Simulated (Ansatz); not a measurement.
# GeC₂ (singlet): from Hartree-Fock to the top rungs, cc-pVTZ

One table from this session's results is given with a row withheld; the runs are named, their logs left out.

Program: Ansatz 0.2.0, Gaussian basis. Level of theory: cc-pVTZ, core rule «outside noble gas», up to 16 orbitals frozen. These are calculated values, not measurements.

Plan: UHF; CCSD(T) on RHF; CCSD(T) on UHF; BCCD(T) on RHF; CCSDT(Q) on RHF; CCSDT(Q) on UHF; CASSCF and NEVPT2, 12 electrons in 12 orbitals.

6 further runs of the same task are left out: 6 set aside as unsound or not needed.

### What is computed

The geometry is a PBE0/def2-TZVP stationary point (not a proven minimum) of the parent state, kept for this charge and spin. No spin-orbit coupling is included. The filled d shell of Ge may be among the frozen orbitals whatever the setting's name suggests; the logs give the count.

3 atoms, charge 0, spin multiplicity 1.

Atoms are counted from 1 here; the program's logs count them from 0.

Bond lengths: C1–C2 1.234 Å, C2–Ge3 1.890 Å. Angles: C1–C2–Ge3 180.0°.

The first run:

The input, in.yaml:

```yaml
crystal:
  periodic: [false, false, false]
  atoms:
    - {symbol: C, position_ang: [0.000000, 0.000000, -1.452500]}
    - {symbol: C, position_ang: [0.000000, 0.000000, -0.218800]}
    - {symbol: Ge, position_ang: [0.000000, 0.000000, 1.671300]}
basis:
  gaussian: {orbitals: cc-pVTZ}
magnetization: {spin_polarized: true, initial_magnetization: 0}
hamiltonian: {xc: hf}
output: {orbitals: {seedname: orbitals}}
```

Command:

```sh
ansatz run in.yaml --threads 1 --pin off --events-out ev --progress --plain --max-ram 2816MiB --backend cpu
```

Steps of the session up to this table: UHF; CCSD(T) on RHF; CCSD(T) on UHF; BCCD(T) on RHF; CCSDT(Q) on RHF; CCSDT(Q) on UHF; CASSCF and NEVPT2, 12 electrons in 12 orbitals.

One of the session's tables, all rows but one given; the rest of the session is left out.

It belongs to the step «Misses and costs». 

```
        method  from RCCSDT(Q) (meV)
           RHF              +11056.0
           UHF                     ?
          RMP2               +1171.4
         RCCSD                +875.3
      RCCSD(T)                 +93.4
       BCCD(T)                 +84.5
        RCCSDT                 +88.7
     RCCSDT(Q)                     0
CASSCF valence               +6407.2
NEVPT2 valence               +1294.1
```

**Question.** Estimate the row for UHF.

As computed: from RCCSDT(Q) (meV): +11052.5. In the column «from RCCSDT(Q) (meV)» it lies between CASSCF valence (+6407.2) and RHF (+11056.0).

Not comparable, so not listed: CCSD(T) on UHF; CCSDT(Q) on UHF (they don't share determinant, frozen orbitals or solution with the rows shown, or repeat one).

Limits of these values: Warnings: restricted reference is unstable; spin contamination; large T1 diagnostic.
